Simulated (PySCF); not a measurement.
**A gas-phase reaction: ClH3SSiZn → HSZn + ClH2Si**

What reaction energy should one expect for `[SH][Zn][SiH2]Cl` → `[SH][Zn]` + `[SiH2]Cl`?

Computed with PySCF 2.14.0; each step states its level. No surroundings beyond the atoms listed, unless a continuum is named. Atoms count from 0, parts from 1.

## 1. Starting point

Each species was relaxed by itself at PBE0-D3(BJ)/def2-SVPD.

## 2. Reaction energy: wB97M-D3(BJ)/def2-TZVPD

What the job is given:

```
{"job": {"kind": "react", "xc": "wB97M-D3(BJ)", "basis": "def2-TZVPD"}, "charge": 0, "multiplicity": 1}
-1 ClH3SSiZn charge 0 multiplicity 1
S     -1.358300     2.798930    -0.674810
Zn    -0.417300     0.840550    -0.336900
Si     0.580920    -1.276190    -0.000000
Cl    -0.781780    -2.476060     1.062270
H     -0.740000     3.349430     0.396670
H      1.828550    -1.231480     0.819360
H      0.887850    -2.005250    -1.266680

+1 HSZn charge 0 multiplicity 2
S      0.453820    -0.649790    -0.354300
Zn     0.439450     1.393340     0.605820
H     -0.893280    -0.743570    -0.251540

+1 ClH2Si charge 0 multiplicity 2
Si    -0.115780     0.001700     0.411140
Cl     1.900890    -0.000580    -0.111270
H     -0.731880     1.242950    -0.146680
H     -0.738710    -1.229070    -0.162090
```

Level: wB97M-D3(BJ)/def2-TZVPD reaction energy of separated species, gas phase.

The run is started by

```
$ OMP_NUM_THREADS=1 python cluster_run.py task.json out
```

This one command runs all jobs of the session in turn.

Standard output:

```text
species 1 (ClH3SSiZn)
coarse grid: 33904 points
cycle   1  E = -2929.2600230837  dE = -1.925e-01  |g| = 8.528e-01  |ddm| = 2.021e+00
cycle   2  E = -2929.2307572019  dE =  2.927e-02  |g| = 1.321e+00  |ddm| = 1.096e+00
cycle   3  E = -2929.3682157602  dE = -1.375e-01  |g| = 1.047e-01  |ddm| = 4.864e-01
cycle   4  E = -2929.3711842514  dE = -2.968e-03  |g| = 3.265e-02  |ddm| = 1.288e-01
cycle   5  E = -2929.3714849712  dE = -3.007e-04  |g| = 7.670e-03  |ddm| = 4.617e-02
cycle   6  E = -2929.3715185937  dE = -3.362e-05  |g| = 1.357e-03  |ddm| = 1.960e-02
cycle   7  E = -2929.3715202909  dE = -1.697e-06  |g| = 5.731e-04  |ddm| = 4.152e-03
final grid: 64576 points
cycle   8  E = -2929.3713762837  dE = -2.007e-07  |g| = 4.427e-04  |ddm| = 2.073e-03
cycle   9  E = -2929.3713762971  dE = -1.334e-08  |g| = 6.550e-04  |ddm| = 5.261e-04
cycle  10  E = -2929.3713763275  dE = -3.045e-08  |g| = 7.896e-05  |ddm| = 2.197e-04
cycle  11  E = -2929.3713763305  dE = -2.947e-09  |g| = 3.645e-05  |ddm| = 1.185e-04
cycle  12  E = -2929.3713763317  dE = -1.222e-09  |g| = 7.456e-06  |ddm| = 1.118e-04
cycle  13  E = -2929.3713763317  dE = -3.502e-11  |g| = 2.258e-06  |ddm| = 1.478e-05
converged SCF energy = -2929.3713763317

species 2 (HSZn)
coarse grid: 16232 points
cycle   1  E = -2178.2095719351  dE = -3.175e-01  |g| = 4.799e-01  |ddm| = 1.036e+00
cycle   2  E = -2178.1848170032  dE =  2.475e-02  |g| = 7.646e-01  |ddm| = 5.771e-01
cycle   3  E = -2178.2687507609  dE = -8.393e-02  |g| = 4.496e-02  |ddm| = 2.159e-01
cycle   4  E = -2178.2707537869  dE = -2.003e-03  |g| = 1.907e-02  |ddm| = 7.367e-02
cycle   5  E = -2178.2714154837  dE = -6.617e-04  |g| = 9.269e-03  |ddm| = 5.014e-02
cycle   6  E = -2178.2717315330  dE = -3.160e-04  |g| = 3.626e-03  |ddm| = 4.666e-02
cycle   7  E = -2178.2717928311  dE = -6.130e-05  |g| = 1.602e-03  |ddm| = 2.129e-02
cycle   8  E = -2178.2718028913  dE = -1.006e-05  |g| = 5.041e-04  |ddm| = 9.084e-03
cycle   9  E = -2178.2718035501  dE = -6.589e-07  |g| = 1.583e-04  |ddm| = 2.095e-03
final grid: 30160 points
cycle  10  E = -2178.2717050168  dE = -7.564e-08  |g| = 2.857e-04  |ddm| = 4.701e-04
cycle  11  E = -2178.2717050118  dE =  4.934e-09  |g| = 4.491e-04  |ddm| = 2.222e-04
cycle  12  E = -2178.2717050377  dE = -2.587e-08  |g| = 2.942e-05  |ddm| = 1.071e-04
cycle  13  E = -2178.2717050401  dE = -2.342e-09  |g| = 1.774e-05  |ddm| = 8.701e-05
cycle  14  E = -2178.2717050407  dE = -6.075e-10  |g| = 5.339e-06  |ddm| = 4.515e-05
converged SCF energy = -2178.2717050407

species 3 (ClH2Si)
coarse grid: 17672 points
cycle   1  E = -750.9636689912  dE = -7.746e-02  |g| = 1.971e-01  |ddm| = 9.873e-01
cycle   2  E = -750.9798117302  dE = -1.614e-02  |g| = 1.550e-01  |ddm| = 3.390e-01
cycle   3  E = -750.9913187727  dE = -1.151e-02  |g| = 1.599e-02  |ddm| = 1.350e-01
cycle   4  E = -750.9915886931  dE = -2.699e-04  |g| = 5.872e-03  |ddm| = 3.282e-02
cycle   5  E = -750.9916574794  dE = -6.879e-05  |g| = 1.983e-03  |ddm| = 1.713e-02
cycle   6  E = -750.9916660886  dE = -8.609e-06  |g| = 7.794e-04  |ddm| = 5.345e-03
final grid: 34416 points
cycle   7  E = -750.9916346588  dE = -1.369e-06  |g| = 4.443e-04  |ddm| = 1.874e-03
cycle   8  E = -750.9916350754  dE = -4.166e-07  |g| = 2.634e-04  |ddm| = 9.862e-04
cycle   9  E = -750.9916351929  dE = -1.175e-07  |g| = 1.469e-04  |ddm| = 4.394e-04
cycle  10  E = -750.9916352688  dE = -7.599e-08  |g| = 2.120e-05  |ddm| = 6.938e-04
cycle  11  E = -750.9916352693  dE = -4.169e-10  |g| = 6.367e-06  |ddm| = 2.973e-05
converged SCF energy = -750.9916352693

Reaction energy = 68.936 kcal/mol
```

Run time: 28 s. Hardware: 1 thread of Arm Neoverse V2, shared host; peak memory 0.79 GiB.

Species by species (with the dispersion term, which the log's SCF energies lack):

| ν | species | energy (Eh) | HOMO (eV) |
| --- | --- | --- | --- |
| -1 | [SH][Zn][SiH2]Cl | -2929.37855 | -9.66 |
| +1 | [SH][Zn] | -2178.27392 | -8.04 |
| +1 | [SiH2]Cl | -750.99477 | -8.49 |

## 3. Reaction energy: PBE0-D3(BJ)/def2-TZVPD

Same as in step 2 but for these lines:

```diff
@@ -1,2 +1,2 @@
-{"job": {"kind": "react", "xc": "wB97M-D3(BJ)", "basis": "def2-TZVPD"}, "charge": 0, "multiplicity": 1}
+{"job": {"kind": "react", "xc": "PBE0", "basis": "def2-TZVPD", "disp": "d3bj"}, "charge": 0, "multiplicity": 1}
 -1 ClH3SSiZn charge 0 multiplicity 1
```

Method: PBE0-D3(BJ)/def2-TZVPD reaction energy of separated species, gas phase.

Standard output:

```text
species 1 (ClH3SSiZn)
coarse grid: 33904 points
cycle   1  E = -2928.4366542411  dE = -1.896e-01  |g| = 9.705e-01  |ddm| = 2.094e+00
cycle   2  E = -2928.2078257755  dE =  2.288e-01  |g| = 1.900e+00  |ddm| = 1.635e+00
cycle   3  E = -2928.5454912729  dE = -3.377e-01  |g| = 8.152e-02  |ddm| = 9.897e-01
cycle   4  E = -2928.5467098589  dE = -1.219e-03  |g| = 3.755e-02  |ddm| = 1.144e-01
cycle   5  E = -2928.5470178473  dE = -3.080e-04  |g| = 6.698e-03  |ddm| = 3.331e-02
cycle   6  E = -2928.5470237026  dE = -5.855e-06  |g| = 2.685e-03  |ddm| = 8.129e-03
final grid: 64576 points
cycle   7  E = -2928.5469841005  dE =  9.966e-07  |g| = 3.248e-03  |ddm| = 5.944e-03
cycle   8  E = -2928.5469820521  dE =  2.048e-06  |g| = 4.189e-03  |ddm| = 7.351e-03
cycle   9  E = -2928.5469872949  dE = -5.243e-06  |g| = 5.367e-04  |ddm| = 4.186e-03
cycle  10  E = -2928.5469873225  dE = -2.758e-08  |g| = 1.081e-04  |ddm| = 2.483e-04
cycle  11  E = -2928.5469873236  dE = -1.193e-09  |g| = 8.116e-06  |ddm| = 5.746e-05
cycle  12  E = -2928.5469873237  dE = -3.456e-11  |g| = 2.492e-06  |ddm| = 9.454e-06
converged SCF energy = -2928.5469873237

species 2 (HSZn)
coarse grid: 16232 points
cycle   1  E = -2177.7285647912  dE = -2.818e-01  |g| = 5.696e-01  |ddm| = 1.076e+00
cycle   2  E = -2177.5489913555  dE =  1.796e-01  |g| = 1.124e+00  |ddm| = 9.535e-01
cycle   3  E = -2177.8096612066  dE = -2.607e-01  |g| = 3.977e-02  |ddm| = 5.549e-01
cycle   4  E = -2177.8103211437  dE = -6.599e-04  |g| = 1.209e-02  |ddm| = 4.786e-02
cycle   5  E = -2177.8104180091  dE = -9.687e-05  |g| = 5.993e-03  |ddm| = 1.745e-02
cycle   6  E = -2177.8104343186  dE = -1.631e-05  |g| = 1.470e-03  |ddm| = 7.493e-03
cycle   7  E = -2177.8104358337  dE = -1.515e-06  |g| = 5.121e-04  |ddm| = 2.556e-03
final grid: 30160 points
cycle   8  E = -2177.8104193214  dE = -1.450e-08  |g| = 7.277e-04  |ddm| = 1.470e-03
cycle   9  E = -2177.8104190363  dE =  2.851e-07  |g| = 1.241e-03  |ddm| = 1.700e-03
cycle  10  E = -2177.8104196058  dE = -5.695e-07  |g| = 2.174e-04  |ddm| = 8.926e-04
cycle  11  E = -2177.8104196190  dE = -1.316e-08  |g| = 2.708e-05  |ddm| = 1.463e-04
cycle  12  E = -2177.8104196199  dE = -9.641e-10  |g| = 1.680e-05  |ddm| = 6.980e-05
converged SCF energy = -2177.8104196199

species 3 (ClH2Si)
coarse grid: 4488 points
cycle   1  E = -750.6137099443  dE = -3.956e-02  |g| = 1.703e-01  |ddm| = 1.009e+00
cycle   2  E = -750.6089707116  dE =  4.739e-03  |g| = 2.043e-01  |ddm| = 3.529e-01
cycle   3  E = -750.6321197789  dE = -2.315e-02  |g| = 2.083e-02  |ddm| = 1.857e-01
cycle   4  E = -750.6323363118  dE = -2.165e-04  |g| = 5.615e-03  |ddm| = 1.967e-02
cycle   5  E = -750.6323608290  dE = -2.452e-05  |g| = 2.304e-03  |ddm| = 9.647e-03
cycle   6  E = -750.6323646022  dE = -3.773e-06  |g| = 5.467e-04  |ddm| = 2.628e-03
final grid: 34416 points
cycle   7  E = -750.6327970789  dE = -7.928e-06  |g| = 1.930e-03  |ddm| = 9.368e-03
cycle   8  E = -750.6327969678  dE =  1.111e-07  |g| = 1.684e-03  |ddm| = 2.604e-03
cycle   9  E = -750.6327980365  dE = -1.069e-06  |g| = 2.252e-04  |ddm| = 1.517e-03
cycle  10  E = -750.6327980688  dE = -3.228e-08  |g| = 5.269e-05  |ddm| = 2.224e-04
cycle  11  E = -750.6327980704  dE = -1.651e-09  |g| = 1.446e-05  |ddm| = 4.910e-05
cycle  12  E = -750.6327980706  dE = -2.158e-10  |g| = 2.485e-06  |ddm| = 2.339e-05
converged SCF energy = -750.6327980706

Reaction energy = 66.475 kcal/mol
```

Wall time 14 s (1 thread of Arm Neoverse V2, shared host); peak memory 0.69 GiB.

Reaction energy at this level: 66.48 kcal/mol.

## 4. Comparing the runs

Energies in kcal/mol, with wall time:

| run | reaction | time |
| --- | --- | --- |
| wB97M-D3(BJ)/def2-TZVPD | 68.94 | 28 s |
| PBE0-D3(BJ)/def2-TZVPD | 66.48 | 14 s |

## 5. Results

| quantity | value |
| --- | --- |
| reaction energy (wB97M-D3(BJ)/def2-TZVPD) | 68.94 kcal/mol |
| ΔH, ΔG at 298 K (xTB thermal terms) | +68.1, +55.8 kcal/mol |
| range of the reaction energy over the runs of this table | 66.48 to 68.94 kcal/mol |

What this shows: The reaction is endothermic by 68.1 kcal/mol in the gas phase; dispersion gives +1.14, and xTB itself gave 54.91 for the electronic energy (xTB energies and thermal terms come from the earlier relaxation of each species, not shown). No barrier was sought. xTB and this level differ widely in the electronic energy, so what comes from xTB (the thermal terms above all) is less safe here. The reaction energy runs from 66.48 (PBE0-D3(BJ)/def2-TZVPD) to 68.94 kcal/mol (wB97M-D3(BJ)/def2-TZVPD).
